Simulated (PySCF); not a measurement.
# [Dy(OH)3(H2O)]+: other functionals and bases at one geometry

One table from this session's results is given with a row withheld; the runs are named, their logs left out.

Method: several levels, as the steps say, no spin–orbit coupling; program: PySCF 2.14.0.

1 further run of the same task is left out (for a known fault of the program).

## Where the work starts

10 atoms, charge 1, spin multiplicity 1.

Bond lengths: Dy1–O2 1.937 Å, Dy1–O4 1.935 Å, Dy1–O6 1.935 Å, Dy1–O8 2.302 Å, O2–H3 0.963 Å, O4–H5 0.963 Å, O6–H7 0.963 Å, O8–H9 0.971 Å, O8–H10 0.971 Å. Angles: O2–Dy1–O4 113.0°, O2–Dy1–O6 113.4°, O2–Dy1–O8 102.6°, O4–Dy1–O6 111.6°, O4–Dy1–O8 108.2°, O6–Dy1–O8 107.4°, Dy1–O2–H3 166.9°, Dy1–O4–H5 168.8°, Dy1–O6–H7 168.6°, Dy1–O8–H9 125.2°, Dy1–O8–H10 127.8°, H9–O8–H10 107.0°.

As a file:

| atom | x (Å) | y (Å) | z (Å) |
| --- | --- | --- | --- |
| Dy1 | -0.01208 | -0.09469 | 0.02970 |
| O2 | 1.12171 | 1.11297 | 1.03383 |
| H3 | 1.75707 | 1.52787 | 1.62675 |
| O4 | -1.24132 | -1.08279 | 1.15025 |
| H5 | -1.69771 | -1.65306 | 1.77772 |
| O6 | 0.97332 | -1.26570 | -1.15431 |
| H7 | 1.53328 | -1.92255 | -1.58080 |
| O8 | -1.23499 | 1.34407 | -1.28753 |
| H9 | -1.17373 | 2.31274 | -1.26555 |
| H10 | -1.89457 | 1.11668 | -1.96229 |

Formal oxidation states: Dy +4. Each metal's 8 4f electrons lie in its core potential, so multiplicities, spins and levels count the valence alone. An earlier session relaxed this geometry at PBE0, Dy lcecp-2-SVP with ECP54, O def2-SVP, H def2-SVP (singlet, point group C1).

At PBE0 on the finer grid: E = -347.364145 Eh, frontier levels not given, since the 4f levels lie in the core, Mulliken charge on Dy1 +1.41 e, largest force component 0.013 eV/Å. 

Levels to run: HF; BLYP; PBE0, TZVP. Hardware: 2 threads of Arm Neoverse V2, shared host.

The first run:

File run.py (the lines that set the calculation):

```python
mol = gto.M(atom='''
Dy    -0.01208    -0.09469     0.02970
O      1.12171     1.11297     1.03383
H      1.75707     1.52787     1.62675
O     -1.24132    -1.08279     1.15025
H     -1.69771    -1.65306     1.77772
O      0.97332    -1.26570    -1.15431
H      1.53328    -1.92255    -1.58080
O     -1.23499     1.34407    -1.28753
H     -1.17373     2.31274    -1.26555
H     -1.89457     1.11668    -1.96229''',
    basis={'Dy': 'lcecp-2-SVP', 'O': 'def2-SVP', 'H': 'def2-SVP'},
    ecp={'Dy': 'lcecp-2-SVP'},
    charge=1, spin=0)
mf = scf.RHF(mol)
mf = mf.density_fit()  # fitting sets: Dy AutoAux, O def2-universal-JKFIT, H def2-universal-JKFIT
mf.conv_tol = 1e-08; mf.max_cycle = 55
mf.kernel(dm0)  # dm0: the density of the relaxed state
```

On the command line:

```
OMP_NUM_THREADS=2 python run.py
```

Steps of the session up to this table: HF; BLYP; PBE0, TZVP.

One table of the session follows, with a row left open; its other results are not shown here.

```
              level  charge on Dy1 (e)  dipole (D)  largest force component (eV/Å)
PBE0 (relaxed here)               1.41        4.19                            0.01
                 HF                  ?           ?                               ?
               BLYP               1.13        4.03                            0.57
         PBE0, TZVP               1.94        4.31                            0.23
```

Q: Estimate the row for HF from the others.

As computed: charge on Dy1 (e): 1.99; dipole (D): 4.68; largest force component (eV/Å): 0.80. In the column «charge on Dy1 (e)» it is the highest.

The dipole of a charged species depends on the origin, so these sizes hold for this origin alone.

The largest leftover force, 0.80 eV/Å with HF, stands at a geometry relaxed at another level. With 4f in the core, its levels are missing from HOMO and gap, and its count is fixed, so no charge can pass from the ligands into it. Total energies of different levels can't be compared.
